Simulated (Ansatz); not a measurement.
# AlH₆NOSi, SMILES [NH2][AlH][SiH2]O: a polarisability from point charges

Computed with the Ansatz DFT code, driven from Python.

Script `field.py`:
```python
"""Response of AlH6NOSi to a pair of distant point charges."""

import ansatz
from ase import Atoms
import numpy as np

atoms = Atoms(["N", "Al", "Si", "O", "H", "H", "H", "H", "H", "H"], positions=[
    (-0.8241, 2.0222, -0.1533),
    (0.3971, 0.9403, 0.7079),
    (0.3642, -1.3772, 0.2734),
    (0.7336, -1.6476, -1.3891),
    (-0.7444, 1.9148, -1.2093),
    (-1.8182, 1.7136, 0.0794),
    (1.4953, 1.576, 1.7187),
    (-0.8627, -1.9282, 0.6763),
    (1.4725, -2.0009, 1.1073),
    (-0.1301, -1.2641, -1.8084),
])
geometry = ansatz.Crystal.molecule_from_ase(atoms)

calc = geometry.calculation().basis(gaussian="def2-SVP").functional("CAM-B3LYP").forces()
# charges +q and -q at -R and +R make a nearly even field 2 k q / R^2 at the centre
centre = np.mean([site.position_ang for site in geometry.cartesian_sites], axis=0)
field = 2 * 14.399645 * 4.0 / 25.0 ** 2


def dipole(axis, sign):
    arm = 25.0 * np.eye(3)[axis]
    pair = [{"charge": sign * 4.0, "position_ang": (centre - arm).tolist()}, {"charge": -sign * 4.0, "position_ang": (centre + arm).tolist()}]
    deck = calc.input().set(ansatz.key.basis.gaussian.point_charges, pair)
    return np.array(ansatz.Session.from_dict(deck).plan().execute().report["charge_distribution"]["dipole_moment_e_ang"])


print(f"field {field:.4f} V/A")
alpha = np.array([(dipole(axis, 1) - dipole(axis, -1)) / (2 * field) * 14.399645 for axis in range(3)])
print("polarisability tensor (A^3)")
print(np.array2string(alpha, precision=3, suppress_small=True))
print(f"mean {np.trace(alpha) / 3:.3f} A^3 = {np.trace(alpha) / 3 / 0.14818471:.2f} bohr^3")
```

```console
$ python field.py
field 0.1843 V/A
polarisability tensor (A^3)
[[ 8.27  -0.475  1.061]
 [-0.481  9.705  0.139]
 [ 1.065  0.155  8.142]]
mean 8.706 A^3 = 58.75 bohr^3
```

The geometry is a force-field or estimated start, not a minimum of this method, and the basis set is short of its limit. The field of two point charges is only nearly even. Without diffuse functions polarisabilities are unreliable, as a rule too low, and they change with the bond lengths of this unrelaxed start. Finished in 21 s on 1 thread of Arm Neoverse V2, with other jobs on the host, peak memory 0.27 GiB.
